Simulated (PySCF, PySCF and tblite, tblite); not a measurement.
**C₄H₃FN₂S₂: a path driven as rotation about a bond, and NMR exchange**

Aim: the barrier and rate of rotation about a bond in C₄H₃FN₂S₂ (`CC(=S)c1nc(F)ns1`), and what it does to NMR lines.

Programs: PySCF 2.14.0 with density-fitted response routines of our own, and tblite 0.8.0. All values are computed, except where a source is named. Atoms count from 0 throughout.

## Step 1: The molecule as given

12 atoms, charge 0, multiplicity 1; geometry from: force field or distance geometry start.

Bonds of the start (Å): C0–C1 1.50, C0–H10 1.11, C0–H11 1.10, C0–H9 1.09, C1–C3 1.45, C1–S2 1.68, C3–N4 1.31, C3–S8 1.73, C5–F6 1.35, C5–N7 1.33, N4–C5 1.38, N7–S8 1.67.

## Step 2: GFN2-xTB relaxation, start minimum

The job: settings as JSON, then the geometry in Å.

```
{"job": {"xc": "GFN2-xTB", "basis": "xTB", "kind": "relax"}, "charge": 0, "multiplicity": 1}
C     -1.923700     0.481500    -0.202500
C     -1.041400    -0.731200    -0.222600
S     -1.708400    -2.273100    -0.299300
C      0.393000    -0.502200    -0.152500
N      0.912700     0.699500    -0.066400
C      2.290500     0.583200    -0.023200
F      3.058800     1.690700     0.051700
N      2.864400    -0.618700    -0.041000
S      1.613800    -1.725100    -0.140300
H     -1.693800     1.122400    -1.052600
H     -2.996800     0.222900    -0.258200
H     -1.767700     1.049400     0.720800
```

Started as:

```bash
$ OMP_NUM_THREADS=1 python ens_run.py task.json out
```

One launch serves the whole session.

Log:

```text
step      E/eV     max force
  0    -738.53585    2.369
  1    -738.71597    0.867
  2    -738.75509    0.568
  3    -738.76965    0.452
  4    -738.78811    0.442
  5    -738.79397    0.304
  6    -738.79977    0.196
  7    -738.80330    0.169
  8    -738.80537    0.117
  9    -738.80620    0.067
 10    -738.80665    0.061
 11    -738.80705    0.064
 12    -738.80743    0.059
 13    -738.80777    0.044
 14    -738.80804    0.036
 15    -738.80824    0.030
 16    -738.80836    0.026
 17    -738.80842    0.020
 18    -738.80847    0.017
 19    -738.80851    0.021
 20    -738.80857    0.025
 21    -738.80865    0.026
 22    -738.80874    0.026
 23    -738.80885    0.029
 24    -738.80897    0.038
 25    -738.80908    0.036
 26    -738.80916    0.021
 27    -738.80920    0.019
 28    -738.80922    0.009
 29    -738.80922    0.005
 30    -738.80923    0.003
```

Wall time 0.24 s (1 thread of Arm Neoverse V1, shared host).

Gain 0.273 eV; displacement 0.06 Å root mean square.

## Step 3: Relaxed scan, rotation

The job: settings as JSON, then the geometry in Å.

```
{"job": {"xc": "GFN2-xTB", "basis": "xTB", "coordinate": [["t", [4, 3, 1, 0], 0.25], ["t", [4, 3, 1, 2], 0.25], ["t", [8, 3, 1, 0], 0.25], ["t", [8, 3, 1, 2], 0.25]], "kind": "drive"}, "charge": 0, "multiplicity": 1}
C     -1.932424     0.479502    -0.202000
C     -1.032071    -0.701413    -0.211863
S     -1.573745    -2.242923    -0.297234
C      0.375107    -0.451089    -0.142360
N      0.939551     0.728498    -0.071692
C      2.258662     0.567503    -0.023471
F      3.042608     1.617732     0.050280
N      2.771624    -0.636516    -0.050050
S      1.580565    -1.722591    -0.142693
H     -1.691003     1.132486    -1.040432
H     -2.971292     0.168021    -0.259766
H     -1.766384     1.060105     0.705199
```

Log:

```text
point  coordinate     E/eV
  0    104.600     -738.79119
  1    119.400     -738.74101
  2    134.300     -738.67989
  3    149.400     -738.61126
  4    164.600     -738.55626
  5    179.900     -738.53116
  6    195.200     -738.54035
  7    210.300     -738.57604
  8    225.400     -738.62283
  9    240.300     -738.66519
 10    255.100     -738.69266
 11    269.900     -738.70026
```

Run time: 2.8 s. Hardware: 1 thread of Arm Neoverse V1, shared host.

The highest point is number 5, 6.0 kcal/mol above the first.

## Step 4: Nudged elastic band, leg 1

The job, as its differences from that of step 3:

```diff
@@ -1,2 +1,2 @@
-{"job": {"xc": "GFN2-xTB", "basis": "xTB", "coordinate": [["t", [4, 3, 1, 0], 0.25], ["t", [4, 3, 1, 2], 0.25], ["t", [8, 3, 1, 0], 0.25], ["t", [8, 3, 1, 2], 0.25]], "kind": "drive"}, "charge": 0, "multiplicity": 1}
+{"job": {"xc": "GFN2-xTB", "basis": "xTB", "kind": "neb"}, "charge": 0, "multiplicity": 1}
 C     -1.932424     0.479502    -0.202000
```

Log:

```text
image   E - E0 / eV
  0       0.0000
  1       0.0903
  2       0.2151
  3       0.2785
  4       0.2067
  5       0.1240
  6       0.1028
```

Wall time 1.9 s (1 thread of Arm Neoverse V1, shared host).

The highest point is number 3, 6.4 kcal/mol above the first.

## Step 5: Saddle search, leg 1

The job: settings as JSON, then the geometry in Å.

```
{"job": {"xc": "GFN2-xTB", "basis": "xTB", "kind": "saddle"}, "charge": 0, "multiplicity": 1}
C     -1.986119     0.338556    -0.367139
C     -1.038980    -0.595128     0.294611
S     -1.487990    -1.865789     1.197854
C      0.377309    -0.318544     0.102159
N      1.146483     0.324026     0.921602
C      2.385569     0.377664     0.410698
F      3.328231     1.008600     1.069340
N      2.636031    -0.181508    -0.736162
S      1.276477    -0.848841    -1.312968
H     -1.730673     0.460757    -1.420276
H     -3.007286    -0.018250    -0.265295
H     -1.899053     1.318456     0.105576
```

Log:

```text
step      E/eV     max force
  0    -738.53073   0.0309
  1    -738.53199   0.1235
  2    -738.53191   0.0343
  3    -738.53249   0.0319
  4    -738.53262   0.0241
  5    -738.53266   0.0041
  6    -738.53267   0.0010
lowest wavenumbers (cm-1): -50.8 89.4 123.0 126.2 246.6 262.7
```

Wall time 2.8 s (1 thread of Arm Neoverse V1, shared host).

Point group C1; 1 imaginary mode, 51i cm⁻¹, carried by C0, S2, S8, F6. Steps downhill from it reached both ends.

## Step 6: Shieldings, start: PBE0/pcSseg-1

The job: settings as JSON, then the geometry in Å.

```
{"job": {"kind": "nmr", "xc": "PBE0", "basis": "pcSseg-1", "pop": false}, "charge": 0, "multiplicity": 1}
C     -1.932424     0.479502    -0.202000
C     -1.032071    -0.701413    -0.211863
S     -1.573745    -2.242923    -0.297234
C      0.375107    -0.451089    -0.142360
N      0.939551     0.728498    -0.071692
C      2.258662     0.567503    -0.023471
F      3.042608     1.617732     0.050280
N      2.771624    -0.636516    -0.050050
S      1.580565    -1.722591    -0.142693
H     -1.691003     1.132486    -1.040432
H     -2.971292     0.168021    -0.259766
H     -1.766384     1.060105     0.705199
```

Log:

```text
coarse grid: 12664 points
cycle   1  E = -1159.0331019300  dE =  1.896e+00  |g| = 6.519e-01  |ddm| = 3.822e+00
cycle   2  E = -1158.8905143742  dE =  1.426e-01  |g| = 1.047e+00  |ddm| = 1.595e+00
cycle   3  E = -1159.1163462109  dE = -2.258e-01  |g| = 1.974e-01  |ddm| = 1.180e+00
cycle   4  E = -1159.1249646834  dE = -8.618e-03  |g| = 8.071e-02  |ddm| = 3.044e-01
cycle   5  E = -1159.1265541126  dE = -1.589e-03  |g| = 2.410e-02  |ddm| = 1.080e-01
cycle   6  E = -1159.1266715675  dE = -1.175e-04  |g| = 7.932e-03  |ddm| = 2.822e-02
cycle   7  E = -1159.1266851812  dE = -1.361e-05  |g| = 2.442e-03  |ddm| = 8.599e-03
cycle   8  E = -1159.1266866390  dE = -1.458e-06  |g| = 4.670e-04  |ddm| = 2.937e-03
final grid: 118032 points
cycle   9  E = -1159.1878221002  dE = -2.324e-05  |g| = 1.109e-02  |ddm| = 3.697e-02
cycle  10  E = -1159.1877210387  dE =  1.011e-04  |g| = 2.218e-02  |ddm| = 3.506e-02
cycle  11  E = -1159.1878507283  dE = -1.297e-04  |g| = 2.619e-03  |ddm| = 2.769e-02
cycle  12  E = -1159.1878523823  dE = -1.654e-06  |g| = 6.583e-04  |ddm| = 3.182e-03
cycle  13  E = -1159.1878524633  dE = -8.094e-08  |g| = 2.863e-04  |ddm| = 8.555e-04
cycle  14  E = -1159.1878524829  dE = -1.966e-08  |g| = 5.993e-05  |ddm| = 3.179e-04
cycle  15  E = -1159.1878524837  dE = -7.435e-10  |g| = 2.839e-05  |ddm| = 9.069e-05
converged SCF energy = -1159.1878524837

GIAO shielding tensors (ppm)
atom      isotropic    diamagn.    paramagn.     s11        s22        s33       span
  0 C      146.125     246.527    -100.403    121.741    135.313    181.320     59.579
  1 C      -61.419     258.488    -319.907   -240.296    -86.390    142.429    382.725
  2 S     -569.598    1056.242   -1625.839  -1914.538   -392.312    598.057   2512.596
  3 C      -13.445     260.845    -274.291    -89.101    -14.407     63.174    152.275
  4 N      -46.594     333.036    -379.630   -334.693    -13.692    208.603    543.297
  5 C       11.499     251.562    -240.064    -51.787     23.757     62.526    114.313
  6 F      253.141     468.736    -215.595    120.083    313.200    326.142    206.059
  7 N      -30.436     335.180    -365.616   -248.209    -46.797    203.696    451.906
  8 S       88.788    1056.978    -968.190    -52.259    107.686    210.936    263.195
  9 H       28.144      28.596      -0.451     24.234     28.113     32.087      7.853
 10 H       28.366      28.389      -0.022     24.210     28.548     32.340      8.130
 11 H       28.148      28.842      -0.694     24.248     28.104     32.091      7.843
```

Run time: 22 s. Hardware: 1 thread of Arm Neoverse V1, shared host; peak memory 0.83 GiB.

Key values: HOMO -7.33 eV, LUMO -3.76 eV; dipole 1.89 D.

## Step 7: Shieldings, saddle of leg 1: PBE0/pcSseg-1

The job: settings as JSON, then the geometry in Å.

```
{"job": {"kind": "nmr", "xc": "PBE0", "basis": "pcSseg-1", "pop": false}, "charge": 0, "multiplicity": 1}
C     -2.001601     0.347804    -0.355597
C     -1.034992    -0.588917     0.271987
S     -1.460153    -1.906438     1.118661
C      0.381156    -0.301753     0.089605
N      1.139093     0.355585     0.908070
C      2.389928     0.382794     0.422639
F      3.328304     1.007179     1.092932
N      2.656440    -0.200359    -0.708077
S      1.303223    -0.872048    -1.294769
H     -1.824716     0.406325    -1.430634
H     -3.020599     0.020926    -0.168073
H     -1.856082     1.348902     0.053255
```

Log:

```text
coarse grid: 12664 points
cycle   1  E = -1159.0131893498  dE =  1.891e+00  |g| = 6.749e-01  |ddm| = 3.753e+00
cycle   2  E = -1158.8089526025  dE =  2.042e-01  |g| = 1.184e+00  |ddm| = 1.662e+00
cycle   3  E = -1159.0982998429  dE = -2.893e-01  |g| = 2.422e-01  |ddm| = 1.279e+00
cycle   4  E = -1159.1117437528  dE = -1.344e-02  |g| = 7.796e-02  |ddm| = 3.112e-01
cycle   5  E = -1159.1131858461  dE = -1.442e-03  |g| = 1.936e-02  |ddm| = 9.358e-02
cycle   6  E = -1159.1132526680  dE = -6.682e-05  |g| = 7.425e-03  |ddm| = 2.221e-02
cycle   7  E = -1159.1132637586  dE = -1.109e-05  |g| = 2.957e-03  |ddm| = 8.452e-03
cycle   8  E = -1159.1132658356  dE = -2.077e-06  |g| = 4.965e-04  |ddm| = 3.216e-03
final grid: 118032 points
cycle   9  E = -1159.1745668206  dE = -1.848e-05  |g| = 1.120e-02  |ddm| = 2.876e-02
cycle  10  E = -1159.1744694336  dE =  9.739e-05  |g| = 2.195e-02  |ddm| = 3.375e-02
cycle  11  E = -1159.1745960271  dE = -1.266e-04  |g| = 3.172e-03  |ddm| = 2.595e-02
cycle  12  E = -1159.1745983803  dE = -2.353e-06  |g| = 5.909e-04  |ddm| = 3.315e-03
cycle  13  E = -1159.1745984534  dE = -7.304e-08  |g| = 2.155e-04  |ddm| = 7.216e-04
cycle  14  E = -1159.1745984633  dE = -9.928e-09  |g| = 5.239e-05  |ddm| = 1.998e-04
cycle  15  E = -1159.1745984639  dE = -5.953e-10  |g| = 2.255e-05  |ddm| = 7.642e-05
converged SCF energy = -1159.1745984639

GIAO shielding tensors (ppm)
atom      isotropic    diamagn.    paramagn.     s11        s22        s33       span
  0 C      137.488     247.539    -110.052    104.350    128.436    179.677     75.327
  1 C      -79.431     257.155    -336.586   -248.678   -124.165    134.551    383.229
  2 S     -731.844    1055.697   -1787.541  -2362.590   -439.503    606.560   2969.150
  3 C      -15.387     262.629    -278.016   -100.813    -37.771     92.422    193.236
  4 N      -46.946     330.573    -377.519   -287.314    -53.841    200.316    487.629
  5 C       16.159     253.140    -236.980    -45.388     24.743     69.123    114.511
  6 F      258.869     467.799    -208.929    112.570    331.537    332.501    219.931
  7 N        8.219     335.366    -327.147   -178.189      6.513    196.332    374.522
  8 S       84.625    1057.990    -973.365   -131.389    170.745    214.519    345.907
  9 H       28.319      28.830      -0.511     24.936     28.753     31.269      6.334
 10 H       28.030      28.736      -0.706     25.048     26.978     32.064      7.016
 11 H       28.012      28.634      -0.622     24.639     27.928     31.469      6.830
```

It took 22 s on 1 thread of Arm Neoverse V1, shared host; peak memory 0.83 GiB.

This run: HOMO -7.14 eV, LUMO -3.04 eV; dipole 3.44 D.

## Step 8: Shieldings, end: PBE0/pcSseg-1

The job: settings as JSON, then the geometry in Å.

```
{"job": {"kind": "nmr", "xc": "PBE0", "basis": "pcSseg-1", "pop": false}, "charge": 0, "multiplicity": 1}
C     -2.001292     0.040388    -0.725596
C     -1.022323    -0.353214     0.326544
S     -1.477816    -1.084050     1.715648
C      0.357875    -0.067792     0.083409
N      1.360408    -0.330692     0.875448
C      2.489873     0.082250     0.310089
F      3.632108    -0.081050     0.932159
N      2.462250     0.652078    -0.868481
S      0.936554     0.718456    -1.387809
H     -1.767448    -0.456721    -1.667435
H     -3.006891    -0.231440    -0.417634
H     -1.958255     1.115537    -0.901938
```

Log:

```text
coarse grid: 12664 points
cycle   1  E = -1159.0106444032  dE =  1.914e+00  |g| = 6.796e-01  |ddm| = 3.828e+00
cycle   2  E = -1158.8238702975  dE =  1.868e-01  |g| = 1.139e+00  |ddm| = 2.000e+00
cycle   3  E = -1159.1060898875  dE = -2.822e-01  |g| = 2.084e-01  |ddm| = 1.499e+00
cycle   4  E = -1159.1157525995  dE = -9.663e-03  |g| = 7.735e-02  |ddm| = 3.057e-01
cycle   5  E = -1159.1172483451  dE = -1.496e-03  |g| = 2.096e-02  |ddm| = 1.164e-01
cycle   6  E = -1159.1173220540  dE = -7.371e-05  |g| = 8.623e-03  |ddm| = 2.318e-02
cycle   7  E = -1159.1173373229  dE = -1.527e-05  |g| = 3.373e-03  |ddm| = 1.069e-02
cycle   8  E = -1159.1173402718  dE = -2.949e-06  |g| = 3.828e-04  |ddm| = 3.688e-03
final grid: 118032 points
cycle   9  E = -1159.1780656694  dE = -1.792e-05  |g| = 1.139e-02  |ddm| = 3.026e-02
cycle  10  E = -1159.1779753089  dE =  9.036e-05  |g| = 2.156e-02  |ddm| = 3.505e-02
cycle  11  E = -1159.1780968411  dE = -1.215e-04  |g| = 2.482e-03  |ddm| = 2.650e-02
cycle  12  E = -1159.1780983250  dE = -1.484e-06  |g| = 5.886e-04  |ddm| = 3.175e-03
cycle  13  E = -1159.1780983960  dE = -7.102e-08  |g| = 2.320e-04  |ddm| = 7.292e-04
cycle  14  E = -1159.1780984080  dE = -1.198e-08  |g| = 5.751e-05  |ddm| = 2.478e-04
cycle  15  E = -1159.1780984086  dE = -6.453e-10  |g| = 3.266e-05  |ddm| = 9.630e-05
cycle  16  E = -1159.1780984089  dE = -2.883e-10  |g| = 9.181e-06  |ddm| = 4.630e-05
converged SCF energy = -1159.1780984089

GIAO shielding tensors (ppm)
atom      isotropic    diamagn.    paramagn.     s11        s22        s33       span
  0 C      146.902     249.023    -102.122    122.998    129.012    188.695     65.697
  1 C      -56.754     258.245    -314.999   -222.492    -87.718    139.947    362.439
  2 S     -977.960    1055.978   -2033.938  -3203.249   -352.060    621.429   3824.678
  3 C       -0.474     262.439    -262.913    -88.633     12.493     74.719    163.352
  4 N      -56.422     330.428    -386.850   -317.853    -60.361    208.948    526.801
  5 C       11.334     253.734    -242.399    -50.388     24.166     60.224    110.612
  6 F      255.612     467.466    -211.854    112.868    323.885    330.084    217.216
  7 N        4.131     335.200    -331.068   -193.213     13.254    192.352    385.565
  8 S       96.991    1058.177    -961.186    -52.267    127.540    215.699    267.966
  9 H       28.184      29.184      -1.001     24.263     28.750     31.538      7.275
 10 H       28.022      28.612      -0.590     23.880     27.918     32.269      8.389
 11 H       28.185      29.277      -1.092     24.264     28.748     31.542      7.279
```

Run time: 24 s. Hardware: 1 thread of Arm Neoverse V1, shared host; peak memory 0.83 GiB.

In short: HOMO -6.94 eV, LUMO -3.71 eV; dipole 3.70 D.

## Step 9: The path in numbers

The job: settings as JSON, then the geometry in Å.

```
{"job": {"smiles": "CC(=S)c1nc(F)ns1", "charge": 0, "mult": 1, "motion": "rotation", "what": "aryl carbonyl or vinyl", "atoms": [3, 1], "drives": [{"terms": [["t", [4, 3, 1, 0], 0.25], ["t", [4, 3, 1, 2], 0.25], ["t", [8, 3, 1, 0], 0.25], ["t", [8, 3, 1, 2], 0.25]], "by": 180, "n": 12}], "study": "path", "level": {"kind": "nmr", "xc": "PBE0", "basis": "pcSseg-1"}, "fields": [270, 300, 800], "first": 2, "seed": 875, "kind": "path"}, "charge": 0, "multiplicity": 1}
C     -1.932424     0.479502    -0.202000
C     -1.032071    -0.701413    -0.211863
S     -1.573745    -2.242923    -0.297234
C      0.375107    -0.451089    -0.142360
N      0.939551     0.728498    -0.071692
C      2.258662     0.567503    -0.023471
F      3.042608     1.617732     0.050280
N      2.771624    -0.636516    -0.050050
S      1.580565    -1.722591    -0.142693
H     -1.691003     1.132486    -1.040432
H     -2.971292     0.168021    -0.259766
H     -1.766384     1.060105     0.705199
```

Log:

```text
stationary points (kcal/mol above the start)
  n  kind          group   xTB      DFT    lowest mode
  0  minimum      Cs       0.00     0.00      42.8
  1  saddle       C1       6.38     8.34     -50.8
  2  minimum      Cs       2.37     6.09      40.2

GFN2-xTB energies: T/K, barrier G, reaction G (kcal/mol), k forward, k back (1/s)
 150.00     6.39     2.42   3.02e+03   1.03e+07
 200.00     6.49     2.42   6.73e+05   2.97e+08
 250.00     6.60     2.41   1.78e+07    2.3e+09
 298.15     6.71     2.40   1.51e+08   8.73e+09
 350.00     6.83     2.39   7.94e+08   2.47e+10
 400.00     6.95     2.38   2.65e+09   5.26e+10
 500.00     7.22     2.34   1.46e+10   1.54e+11

PBE0/pcSseg-1 + D3(BJ) energies: T/K, barrier G, reaction G (kcal/mol), k forward, k back (1/s)
 150.00     8.36     6.14       4.18   3.69e+09
 200.00     8.45     6.14   4.84e+03   2.45e+10
 250.00     8.56     6.13   3.44e+05   7.83e+10
 298.15     8.67     6.12   5.51e+06   1.69e+11
 350.00     8.79     6.11   4.73e+07   3.08e+11
 400.00     8.92     6.09   2.24e+08   4.78e+11
 500.00     9.18     6.06   2.03e+09   9.01e+11
```

Run time: 79 s. Hardware: 1 thread of Arm Neoverse V1, shared host; peak memory 0.83 GiB. This counts the whole study up to here.

Barriers by level (kcal/mol; entropies in cal/(mol K)). Zero-point and thermal terms come from xTB in every row. ΔG‡ leaves symmetry out; the rate counts equivalent paths (a factor of 2); effective ΔG‡, where given, is the barrier that would give that rate by Eyring's equation alone:

| level | ΔE‡ | with zero-point | ΔH‡ | ΔS‡ | ΔG‡ (298 K) | ΔE of reaction | k at 298 K (1/s) | effective ΔG‡ |
| --- | --- | --- | --- | --- | --- | --- | --- | --- |
| GFN2-xTB | 6.38 | 6.20 | 5.69 | -3.4 | 6.71 | 2.37 | 1.5e+08 | 6.29 |
| PBE0/pcSseg-1 + D3(BJ) | 8.34 | 8.16 | 7.65 | -3.4 | 8.67 | 6.09 | 5.5e+06 | 8.26 |

Sites that the driver pairs across this motion, and where their lines would merge (no couplings; faster rotations or exchange between molecules can average them sooner):

| nucleus | sites: shielding (ppm) | proton frequency (MHz) | spread (Hz) | coalescence (K) | lines at 298 K |
| --- | --- | --- | --- | --- | --- |
| ¹⁵N | N7: -30.4; N7 (end): 4.1 | 800 | 2804 | not given | – |
| ¹³C | C3: -13.4; C3 (end): -0.5 | 800 | 2610 | not given | – |
| ¹⁹F | F6: 253.1; F6 (end): 255.6 | 800 | 1860 | not given | – |
| ¹³C | C1: -61.4; C1 (end): -56.8 | 800 | 939 | not given | – |
| ¹⁵N | N4: -46.6; N4 (end): -56.4 | 800 | 797 | not given | – |
| ¹³C | C0: 146.1; C0 (end): 146.9 | 800 | 156 | not given | – |
| ¹H | H9, H10, H11: 28.22; H9, H10, H11 (end): 28.13 | 800 | 71 | not given | – |

A dash: the driver gave no coalescence for this row (it judged the minor form too scarce).

Rows that set an atom against itself at the end compare its shielding in the two forms.

## Step 10: Outcome

| quantity | value |
| --- | --- |
| barrier (PBE0/pcSseg-1 + D3(BJ)) | ΔE‡ 8.3, ΔG‡(298 K) 8.7 kcal/mol |
| barrier (GFN2-xTB) | ΔE‡ 6.4 kcal/mol |
| rate at 298 K | 5.5e+06 s⁻¹ |
| end of the path | 6.1 kcal/mol from the start |

In words: DFT puts the top 8.3 kcal/mol above the start (xTB: 6.4); the rate from the DFT barrier is 5.5e+06 s⁻¹ at 298 K. An error of 1.4 kcal/mol changes that rate tenfold.
